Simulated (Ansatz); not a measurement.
# CH2NOSi radical: up Jacob's ladder to CCSD(T)

The task here is to estimate one member of a computed series from the others.

Computed with Ansatz 0.2.0, Gaussian basis. Level: functionals in def2-TZVPP, the program's frozen cores in correlated methods.

The runs, in order: LDA (SPW92), PBE-D4, revPBE-D4, BLYP-D4, r2SCAN-D4, B97M-V, PBE0-D4, B3LYP-D4, r2SCANh-D4, r2SCAN0-D4, HSE06-D4, BHLYP-D4, CAM-B3LYP-D4, LC-ωPBE, ωB97X-V, ωB97M-V, B2PLYP, PBE-QIDH; CCSD(T)/def2-SVP; CCSD(T)/def2-TZVPP; MP2/def2-QZVPP; extrapolation to the limit; RPA on PBE.

**Structure used throughout**

An earlier PBE0-D4 in a triple-zeta def2 set relaxation fixed the geometry.

SMILES `O=C=N[SiH2]`, 6 atoms, charge 0, spin multiplicity 2.

Atoms are counted from 1 here; the program's logs count them from 0.

Bond lengths: O1–C2 1.164 Å, C2–N3 1.195 Å, N3–Si4 1.706 Å, Si4–H5 1.486 Å, Si4–H6 1.486 Å. Angles: O1–C2–N3 178.3°, C2–N3–Si4 162.2°, N3–Si4–H5 108.6°, N3–Si4–H6 108.6°, H5–Si4–H6 111.4°.

Geometry (Å):

| atom | x (Å) | y (Å) | z (Å) |
| --- | --- | --- | --- |
| O1 | 1.0897 | -2.0257 | 1.6104 |
| C2 | 0.6485 | -1.1778 | 0.9454 |
| N3 | 0.2163 | -0.2849 | 0.2792 |
| Si4 | -0.6833 | 0.5916 | -0.8753 |
| H5 | 0.2613 | 1.2142 | -1.8391 |
| H6 | -1.4905 | 1.6187 | -0.1668 |

The first run:

in.yaml

```yaml
crystal:
  periodic: [false, false, false]
  atoms:
    - {symbol: O, position_ang: [1.089658, -2.025709, 1.610439]}
    - {symbol: C, position_ang: [0.648518, -1.177763, 0.945387]}
    - {symbol: N, position_ang: [0.216300, -0.284909, 0.279199]}
    - {symbol: Si, position_ang: [-0.683251, 0.591566, -0.875336]}
    - {symbol: H, position_ang: [0.261263, 1.214230, -1.839133]}
    - {symbol: H, position_ang: [-1.490487, 1.618684, -0.166757]}
basis:
  gaussian: {orbitals: def2-TZVPP}
magnetization: {spin_polarized: true, initial_magnetization: 1}
hamiltonian: {xc: lda}
output: {orbitals: {seedname: orbitals}}
```

Steps of the session up to this table: LDA; PBE-D4 (GGA); revPBE-D4 (GGA); BLYP-D4 (GGA); r2SCAN-D4 (meta-GGA); B97M-V (meta-GGA); PBE0-D4 (hybrid); B3LYP-D4 (hybrid); r2SCANh-D4 (hybrid); r2SCAN0-D4 (hybrid); HSE06-D4 (hybrid); BHLYP-D4 (hybrid); CAM-B3LYP-D4 (range-separated); LC-ωPBE-D4 (range-separated; the results give it without D4); ωB97X-V (range-separated); ωB97M-V (range-separated); B2PLYP (double hybrid); PBE-QIDH (double hybrid).

One of the session's tables, all rows but one given; the rest of the session is left out.

It belongs to the step «Frontier levels by functional». 

| functional | HOMO (eV) | LUMO (eV) | gap (eV) |
| --- | --- | --- | --- |
| LDA (SPW92) | -5.26 | -4.12 | 1.14 |
| PBE-D4 | -5.28 | -3.67 | 1.60 |
| revPBE-D4 | -5.26 | -3.53 | 1.73 |
| BLYP-D4 | -5.07 | -3.71 | 1.36 |
| r2SCAN-D4 | -5.61 | -3.20 | 2.41 |
| B97M-V | -5.33 | -3.85 | 1.48 |
| PBE0-D4 | -6.40 | -2.77 | 3.63 |
| B3LYP-D4 | -6.12 | -3.17 | 2.95 |
| r2SCANh-D4 | -6.02 | -2.91 | 3.11 |
| r2SCAN0-D4 | -6.65 | -2.48 | 4.17 |
| HSE06-D4 | -6.01 | -3.15 | 2.86 |
| BHLYP-D4 | ? | ? | ? |
| CAM-B3LYP-D4 | -7.59 | -1.91 | 5.69 |
| LC-ωPBE | -9.01 | -0.47 | 8.54 |
| ωB97X-V | -8.49 | -1.01 | 7.48 |
| ωB97M-V | -8.13 | -1.14 | 6.99 |

Q: Estimate the row for BHLYP-D4 from the others.

Worked estimate for «HOMO (eV)». Against the share of exact exchange, BLYP-D4 (0, -5.07), B3LYP-D4 (0.2, -6.12) give a slope of -5.25 per unit share; at 0.5 the line stands at -7.69.

**Answer.** HOMO (eV): -7.35; LUMO (eV): -1.99; gap (eV): 5.36. In «HOMO (eV)» the line misses by -0.34.
